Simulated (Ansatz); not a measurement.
# Al5GaAs6: the cost of one run

Method: DFT PBE, scalar-relativistic, plane waves, PAW, in Ansatz 0.2.0.

1 further run of the same task is left out (set aside as unsound or not needed). Runs told in other sessions of the task aren't counted.

### Step 1. The system as given

The structure is trigonal, space group P31m (No. 157). The conventional cell has a = 7.003 Å, b = 7.003 Å, c = 6.648 Å, α = 90.00°, β = 90.00°, γ = 120.00°. Al (site symmetry m) has 4 As at 2.48 to 2.49 Å in its first shell of neighbours. Al (site symmetry 3) is surrounded by 4 As at 2.48 to 2.49 Å. Around Ga (site symmetry 3m) lie 4 As at 2.49 to 2.50 Å. As (site symmetry m) has 3 Al at 2.48 to 2.49 Å and 1 Ga at 2.49 Å in its first shell of neighbours. As (site symmetry 3) is surrounded by 4 Al at 2.48 to 2.49 Å. As (site symmetry 3m) is surrounded by 3 Al at 2.48 Å and 1 Ga at 2.50 Å.

As a file:

```cif
data_structure
_symmetry_space_group_name_H-M 'P 1'
_symmetry_Int_Tables_number 1
_cell_length_a 7.0028
_cell_length_b 7.0028
_cell_length_c 6.6482
_cell_angle_alpha 90.000
_cell_angle_beta 90.000
_cell_angle_gamma 120.000
_cell_volume 282.34
loop_
_atom_site_label
_atom_site_type_symbol
_atom_site_fract_x
_atom_site_fract_y
_atom_site_fract_z
_atom_site_occupancy
Al1 Al 0.33363 0.33363 0.99941 1
Al2 Al 0.00000 0.66637 0.99941 1
Al3 Al 0.66637 0.00000 0.99941 1
Al4 Al 0.66667 0.33333 0.49995 1
Al5 Al 0.33333 0.66667 0.49995 1
Ga1 Ga 0.00000 0.00000 0.50057 1
As1 As 0.33414 0.33414 0.37378 1
As2 As 0.00000 0.66586 0.37378 1
As3 As 0.66586 0.00000 0.37378 1
As4 As 0.66667 0.33333 0.87400 1
As5 As 0.33333 0.66667 0.87400 1
As6 As 0.00000 0.00000 0.87598 1
```

The cell was relaxed beforehand at this level, from a generated guess; it needn't be the stable form of this composition. At a tolerance of 0.02 Å it has space group P31m (No. 157); it has 23.53 Å³/atom, an uncorrected energy of -0.46 eV/atom over the elements.

### Step 2. Bands, states and charges

Input file input.yaml:

```yaml
crystal:
  lattice:
    - [7.0028213824, 0.0, 0.0]
    - [-3.5014106912, 6.0646212153, 0.0]
    - [0.0, 0.0, 6.6481502]
  atoms:
    - { symbol: Al, position: [0.33363, 0.33363, 0.999409] }
    - { symbol: Al, position: [0.0, 0.66637, 0.999409] }
    - { symbol: Al, position: [0.66637, 0.0, 0.999409] }
    - { symbol: Al, position: [0.6666666667, 0.3333333333, 0.499946] }
    - { symbol: Al, position: [0.3333333333, 0.6666666667, 0.499946] }
    - { symbol: Ga, position: [0.0, 0.0, 0.500566] }
    - { symbol: As, position: [0.334138, 0.334138, 0.373778] }
    - { symbol: As, position: [0.0, 0.665862, 0.373778] }
    - { symbol: As, position: [0.665862, 0.0, 0.373778] }
    - { symbol: As, position: [0.6666666667, 0.3333333333, 0.873999] }
    - { symbol: As, position: [0.3333333333, 0.6666666667, 0.873999] }
    - { symbol: As, position: [0.0, 0.0, 0.875983] }
basis:
  ecutwfc: 420
kpoints:
  mp_grid: { grid: [6, 6, 4] }
  band_path:
    path:
      - [[0.0, 0.0, 0.0], [0.5, 0.0, 0.0], [0.33333333, 0.33333333, 0.0], [0.0, 0.0, 0.0], [0.0, 0.0, 0.5], [0.5, 0.0, 0.5], [0.33333333, 0.33333333, 0.5], [0.0, 0.0, 0.5]]
      - [[0.5, 0.0, 0.5], [0.5, 0.0, 0.0]]
      - [[0.33333333, 0.33333333, 0.5], [0.33333333, 0.33333333, 0.0], [0.33333333, 0.33333333, -0.5]]
    npoints: 10
hamiltonian:
  xc: pbe
scf:
  occupations: { method: gaussian, width: 0.02 }
  n_extra_bands: 30
output:
  forces: true
  stress: true
  eigenvalues: true
  populations: true
  dos: { projected: true, de: 0.02, nscf_kmesh: { grid: [9, 9, 6] } }
  bader: false
  write_density: true
  write_potential: true
  elf: true
  volumetric_format: npy
```

Run with:

```
ansatz run input.yaml --threads 4 --pin off --max-ram 8192MiB --backend cpu --events-out ev --progress --plain --runs-dir out
```

What time and memory should one allow on 4 threads of Intel Xeon Platinum 8259CL at 2.50GHz (Skylake/Cascade Lake), shared host?

About 89 s, with a peak of 1.9 GiB.
